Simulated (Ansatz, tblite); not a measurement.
# The cluster Ge2O4+: one state, many levels

The task here is to estimate one member of a computed series from the others.

Program: Ansatz 0.2.0, Gaussian basis. Level of theory: as each input shows. These are calculated values, not measurements.

Plan: GFN1-xTB, GFN2-xTB, PBE-D4/def2-TZVP, r2SCAN-D4/def2-TZVP, LC-ωPBE/def2-TZVP, CAM-B3LYP-D4/def2-TZVP, r2SCAN0-D4/def2-TZVP, PBE-D4/def2-SVP, PBE0-D4/def2-SVP, HF/STO-3G, CCSD(T)/def2-SVP, MP2/def2-TZVP.

3 further runs of the same task are left out: 3 set aside as unsound or not needed. Runs told in other sessions of the task aren't counted.

### The structure

The geometry is that of the doublet, from an earlier relaxation (PBE-D4/def2-SVP). At that level it is the lowest of the isomers that a small search found.

6 atoms, charge 1, spin multiplicity 2.

Bond lengths: Ge1–O5 2.013 Å, Ge1–O6 1.804 Å, Ge2–O3 2.013 Å, Ge2–O6 1.804 Å, O3–O4 1.357 Å, O4–O5 1.357 Å. Angles: O5–Ge1–O6 92.2°, O3–Ge2–O6 92.2°, Ge2–O3–O4 121.2°, O3–O4–O5 114.9°, Ge1–O5–O4 121.2°, Ge1–O6–Ge2 136.6°.

The ion is computed in the gas phase, without counter-ions or solvent.

PBE0-D4/def2-TZVP was run before; its log isn't repeated, and its numbers join the tables.

Set-up of the first run:

Tight binding, by tblite at 300 K electronic temperature and without a spin-polarisation term:

```python
tblite.interface.Calculator('GFN1-xTB', numbers, positions, charge=1, uhf=1).singlepoint()
```

Tight binding, by tblite at 300 K electronic temperature and without a spin-polarisation term:

```python
tblite.interface.Calculator('GFN2-xTB', numbers, positions, charge=1, uhf=1).singlepoint()
```

start.molden holds the orbitals of an earlier run on this state, given as this run's starting guess.

File in.yaml:

```yaml
crystal:
  periodic: [false, false, false]
  atoms:
    - {symbol: Ge, position_ang: [-0.206355, 1.403881, -1.314300]}
    - {symbol: Ge, position_ang: [-1.415949, -0.357513, 1.268181]}
    - {symbol: O, position_ang: [0.518447, -0.892795, 1.117908]}
    - {symbol: O, position_ang: [1.151739, -0.911415, -0.081992]}
    - {symbol: O, position_ang: [1.343525, 0.308243, -0.644782]}
    - {symbol: O, position_ang: [-1.391387, 0.449589, -0.345005]}
basis:
  gaussian: {orbitals: def2-TZVP, initial_orbitals: start.molden}
total_charge: 1
magnetization: {spin_polarized: true, initial_magnetization: 1}
hamiltonian: {xc: pbe, dispersion: d4}
scf: {omitted_lower_state_checks: [starts]}
output: {forces: true, orbitals: {seedname: orbitals}}
```

Command:

```sh
> ansatz run in.yaml --threads 4 --pin off --events-out ev --progress --plain --max-ram 4787MiB
```

Among the steps run: PBE-D4/def2-TZVP; r2SCAN-D4/def2-TZVP; LC-ωPBE/def2-TZVP; CAM-B3LYP-D4/def2-TZVP; r2SCAN0-D4/def2-TZVP; PBE-D4/def2-SVP; PBE0-D4/def2-SVP; HF/STO-3G; CCSD(T)/def2-SVP; MP2/def2-TZVP.

One of the session's tables, all rows but one given; the rest of the session is left out.

It belongs to the step «Levels side by side». 

| level | HOMO (eV) | LUMO (eV) | gap (eV) |
| --- | --- | --- | --- |
| HF/STO-3G | -12.99 | -1.97 | 11.02 |
| PBE-D4/def2-SVP | -11.80 | -10.78 | 1.02 |
| PBE-D4/def2-TZVP | -11.79 | -10.74 | 1.05 |
| r2SCAN-D4/def2-TZVP | -12.32 | -10.72 | 1.60 |
| PBE0-D4/def2-SVP | -13.66 | -9.88 | 3.77 |
| PBE0-D4/def2-TZVP | -13.59 | -9.78 | 3.81 |
| r2SCAN0-D4/def2-TZVP | -13.82 | -9.71 | 4.11 |
| CAM-B3LYP-D4/def2-TZVP | -14.94 | -8.69 | 6.25 |
| LC-ωPBE/def2-TZVP | ? | ? | ? |

Estimate the missing values for LC-ωPBE/def2-TZVP.

As computed: HOMO (eV): -16.13; LUMO (eV): -7.55; gap (eV): 8.58. In the column «HOMO (eV)» it is the lowest.
